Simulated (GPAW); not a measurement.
Set up this calculation in GPAW 26.7.0, as an ASE script.

```yaml
Task: single point
Functional: LDA
Potentials_or_basis: the program's PAW data sets (release 1.2.1) made for this functional
Cutoff: 500 eV
Basis: pw
k_mesh: 8 × 8 × 2
Occupations: fermi-dirac, width 0.05 eV
Spin: no spin polarisation
Maxiter: 120
Convergence: default
```

The system is MoS2.

```
CELL_PARAMETERS angstrom
3.16100 0.00000 0.00000
-1.58050 2.73751 0.00000
0.00000 0.00000 12.29500
ATOMIC_POSITIONS crystal
Mo 0.33333 0.66667 0.25000
Mo 0.66667 0.33333 0.75000
S 0.33333 0.66667 0.62750
S 0.66667 0.33333 0.12750
S 0.33333 0.66667 0.87250
S 0.66667 0.33333 0.37250
```

These files were run (other wordings do the same):

run.py

```python
from ase import Atoms
from ase.dft.bandgap import bandgap
from ase.io import write
from ase.units import GPa
from gpaw import GPAW, PW

atoms = Atoms(['Mo', 'Mo', 'S', 'S', 'S', 'S'],
              cell=[[3.161, 0.0, 0.0],
                    [-1.5805, 2.7375063014, 0.0],
                    [0.0, 0.0, 12.295]],
              scaled_positions=[[0.3333333333, 0.6666666667, 0.25],
                                [0.6666666667, 0.3333333333, 0.75],
                                [0.3333333333, 0.6666666667, 0.6275],
                                [0.6666666667, 0.3333333333, 0.1275],
                                [0.3333333333, 0.6666666667, 0.8725],
                                [0.6666666667, 0.3333333333, 0.3725]],
              pbc=True)

calc = GPAW(mode=PW(500),
            xc='LDA',
            kpts={'size': (8, 8, 2), 'gamma': True},
            occupations={'name': 'fermi-dirac', 'width': 0.05},
            nbands=46,
            maxiter=120,
            txt='gpaw.txt')
atoms.calc = calc
energy = atoms.get_potential_energy()
forces = atoms.get_forces()
stress = atoms.get_stress()
calc.write('gs.gpw')
write('result.traj', atoms)
print(f'Energy: {energy:.6f} eV')
print('Forces (eV/A):')
print(forces.round(4))
print('Stress (GPa):', (stress / GPa).round(3))
print('Fermi level:', round(calc.get_fermi_level(), 4), 'eV')
print(f'Gap: {bandgap(calc)[0]:.4f} eV, direct: {bandgap(calc, direct=True)[0]:.4f} eV')
```

Potentials or basis: the program's PAW data sets (release 1.2.1) made for this functional, pw.

Command:

```sh
$ OMP_NUM_THREADS=1 python run.py
```

Results of the run:

```
Pressure               : 0.4 GPa
Largest force          : 0.689 eV/Å
Band gap on the k mesh : 0.87 eV, indirect (least direct gap 1.91 eV)
```

Caveat: the cutoff is short for stress and forces, so pressures can be off by a GPa or more.

Wall time 52 s on 1 thread of Intel(R) Xeon(R) Platinum 8375C CPU @ 2.90GHz (Ice Lake), with other jobs on the host, peak memory 0.21 GiB.
